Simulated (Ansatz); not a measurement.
# Br2H2O2Ti: small, medium and large basis sets

The task here is to estimate one member of a computed series from the others.

Computed with Ansatz 0.2.0, Gaussian basis. Level: one geometry, several basis sets.

The runs, in order: PBE0-D4/def2-SVP; ωB97M-V/def2-SVP; PBE0-D4/def2-QZVPP; ωB97M-V/def2-QZVPP; the functionals' def2-TZVPP values are taken from earlier runs.

## The relaxed structure

An earlier PBE0-D4 in a triple-zeta def2 set relaxation fixed the geometry.

SMILES `[OH][Ti]([OH])([Br])[Br]`, 7 atoms, charge 0, spin multiplicity 1.

Atoms are counted from 1 here; the program's logs count them from 0.

Bond lengths: O1–Ti2 1.756 Å, O1–H6 0.958 Å, Ti2–O3 1.765 Å, Ti2–Br4 2.356 Å, Ti2–Br5 2.356 Å, O3–H7 0.959 Å. Angles: Ti2–O1–H6 142.1°, O1–Ti2–O3 109.4°, O1–Ti2–Br4 108.9°, O1–Ti2–Br5 109.0°, O3–Ti2–Br4 110.2°, O3–Ti2–Br5 110.2°, Br4–Ti2–Br5 109.1°, Ti2–O3–H7 134.2°.

As a file:

```xyz
7
charge 0, multiplicity 1
O    -0.98576    0.01639    1.09485
Ti    0.04844    0.12055   -0.32090
O     1.51120   -0.83043   -0.05081
Br   -1.12614   -0.70645   -2.18782
Br    0.60326    2.37853   -0.69865
H    -1.82546    0.31977    1.44201
H     1.83567   -1.36636    0.67573
```

Set-up of the first run:

in.yaml reads:

```yaml
crystal:
  periodic: [false, false, false]
  atoms:
    - {symbol: O, position_ang: [-0.985761, 0.016388, 1.094845]}
    - {symbol: Ti, position_ang: [0.048441, 0.120553, -0.320902]}
    - {symbol: O, position_ang: [1.511197, -0.830431, -0.050807]}
    - {symbol: Br, position_ang: [-1.126141, -0.706449, -2.187823]}
    - {symbol: Br, position_ang: [0.603257, 2.378534, -0.698654]}
    - {symbol: H, position_ang: [-1.825457, 0.319766, 1.442006]}
    - {symbol: H, position_ang: [1.835665, -1.366362, 0.675735]}
basis:
  gaussian: {orbitals: def2-SVP}
hamiltonian: {xc: pbe0, dispersion: d4}
output: {orbitals: {seedname: orbitals}}
```

On the command line:

```bash
$ ansatz run in.yaml --threads 8 --pin off --events-out ev --progress --plain --max-ram 18278MiB
```

Steps of the session up to this table: PBE0-D4 in def2-SVP; ωB97M-V in def2-SVP; PBE0-D4 in def2-QZVPP; ωB97M-V in def2-QZVPP.

One table of the session follows, with a row left open; its other results are not shown here.

It belongs to the step «Functionals by basis». 

| functional | basis | HOMO (eV) | LUMO (eV) |
| --- | --- | --- | --- |
| PBE0-D4 | def2-SVP | -8.09 | -2.81 |
| PBE0-D4 | def2-TZVPP | ? | ? |
| PBE0-D4 | def2-QZVPP | -8.27 | -2.86 |
| ωB97M-V | def2-SVP | -10.17 | -0.67 |
| ωB97M-V | def2-TZVPP | -10.37 | -0.74 |
| ωB97M-V | def2-QZVPP | -10.40 | -0.77 |

Q: Estimate the row for PBE0-D4, def2-TZVPP from the others.

As computed: HOMO (eV): -8.26; LUMO (eV): -2.84. In the column «HOMO (eV)» it lies between PBE0-D4, def2-QZVPP (-8.27) and PBE0-D4, def2-SVP (-8.09).
